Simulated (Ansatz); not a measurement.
# CH₅FOSSi: one species, many methods

The task here is to estimate one member of a computed series from the others.

Method: functionals in def2-TZVPP, the program's frozen cores in correlated methods; program: Ansatz 0.2.0, Gaussian basis.

Levels to be run: LDA (SPW92), PBE-D4, revPBE-D4, BLYP-D4, r2SCAN-D4, B97M-V, PBE0-D4, B3LYP-D4, r2SCANh-D4, r2SCAN0-D4, HSE06-D4, BHLYP-D4, CAM-B3LYP-D4, LC-ωPBE, ωB97X-V, ωB97M-V, B2PLYP, PBE-QIDH; CCSD(T)/def2-SVP; CCSD(T)/def2-TZVPP; MP2/def2-QZVPP; extrapolation to the limit; RPA on PBE.

## The geometry

The geometry comes from an earlier relaxation with PBE0-D4 in a triple-zeta def2 set; it is a stationary point, not always the lowest conformer.

SMILES `CO[SiH](F)S`, 10 atoms, charge 0, spin multiplicity 1.

Atoms are counted from 1 here; the program's logs count them from 0.

Bond lengths: C1–O2 1.415 Å, C1–H6 1.090 Å, C1–H7 1.095 Å, C1–H8 1.094 Å, O2–Si3 1.623 Å, Si3–F4 1.597 Å, Si3–S5 2.109 Å, Si3–H9 1.477 Å, S5–H10 1.345 Å. Angles: O2–C1–H6 107.9°, O2–C1–H7 111.2°, O2–C1–H8 111.2°, H6–C1–H7 108.6°, H6–C1–H8 109.0°, H7–C1–H8 109.0°, C1–O2–Si3 124.4°, O2–Si3–F4 107.9°, O2–Si3–S5 108.5°, O2–Si3–H9 113.7°, F4–Si3–S5 112.1°, F4–Si3–H9 106.2°, S5–Si3–H9 108.6°, Si3–S5–H10 92.9°.

As a file:

```
C    -0.4791   -1.5454    0.2844
O     0.4375   -0.4728    0.1708
Si    0.0110    1.0884    0.0467
F    -1.0649    1.2114   -1.1269
S     1.7430    2.2256   -0.3444
H     0.0944   -2.4711    0.3382
H    -1.0832   -1.4551    1.1931
H    -1.1449   -1.5899   -0.5820
H    -0.6401    1.6233    1.2603
H     2.2095    1.3345   -1.2372
```

The first run:

in.yaml

```yaml
crystal:
  periodic: [false, false, false]
  atoms:
    - {symbol: C, position_ang: [-0.479140, -1.545383, 0.284403]}
    - {symbol: O, position_ang: [0.437532, -0.472824, 0.170789]}
    - {symbol: Si, position_ang: [0.011032, 1.088352, 0.046664]}
    - {symbol: F, position_ang: [-1.064943, 1.211359, -1.126939]}
    - {symbol: S, position_ang: [1.742984, 2.225584, -0.344391]}
    - {symbol: H, position_ang: [0.094381, -2.471057, 0.338187]}
    - {symbol: H, position_ang: [-1.083212, -1.455120, 1.193136]}
    - {symbol: H, position_ang: [-1.144859, -1.589877, -0.581958]}
    - {symbol: H, position_ang: [-0.640131, 1.623252, 1.260254]}
    - {symbol: H, position_ang: [2.209458, 1.334514, -1.237246]}
basis:
  gaussian: {orbitals: def2-TZVPP}
hamiltonian: {xc: lda}
output: {orbitals: {seedname: orbitals}}
```

Started as:

```sh
$ ansatz run in.yaml --threads 4 --pin off --events-out ev --progress --plain --max-ram 10444MiB
```

Among the steps run: LDA; PBE-D4 (GGA); revPBE-D4 (GGA); BLYP-D4 (GGA); r2SCAN-D4 (meta-GGA); B97M-V (meta-GGA); PBE0-D4 (hybrid); B3LYP-D4 (hybrid); r2SCANh-D4 (hybrid); r2SCAN0-D4 (hybrid); HSE06-D4 (hybrid); BHLYP-D4 (hybrid); CAM-B3LYP-D4 (range-separated); LC-ωPBE (range-separated); ωB97X-V (range-separated); ωB97M-V (range-separated); B2PLYP (double hybrid); PBE-QIDH (double hybrid).

One of the session's tables, all rows but one given; the rest of the session is left out.

It belongs to the step «Frontier levels by functional». 

```
  functional  HOMO (eV)  LUMO (eV)  gap (eV)
 LDA (SPW92)      -6.72      -0.86      5.86
      PBE-D4      -6.59      -0.69      5.90
   revPBE-D4      -6.54      -0.61      5.93
     BLYP-D4      -6.40      -0.60      5.81
   r2SCAN-D4      -6.89      -0.34      6.55
      B97M-V      -7.00      -0.49      6.51
     PBE0-D4      -7.86       0.27      8.14
    B3LYP-D4      -7.58       0.01      7.59
  r2SCANh-D4          ?          ?         ?
  r2SCAN0-D4      -8.05       0.50      8.55
    HSE06-D4      -7.46      -0.11      7.35
    BHLYP-D4      -8.95       1.20     10.16
CAM-B3LYP-D4      -9.18       1.33     10.52
     LC-ωPBE     -10.63       2.60     13.24
     ωB97X-V     -10.25       2.42     12.68
     ωB97M-V     -10.08       2.16     12.24
```

**Question.** Estimate the row for r2SCANh-D4.

Worked estimate for «HOMO (eV)». Against the share of exact exchange, r2SCAN-D4 (0, -6.89), r2SCAN0-D4 (0.25, -8.05) give a slope of -4.64 per unit share; at 0.1 the line stands at -7.35.

As computed: HOMO (eV): -7.35; LUMO (eV): 0.00; gap (eV): 7.35. In «HOMO (eV)» the line misses by 0.00.
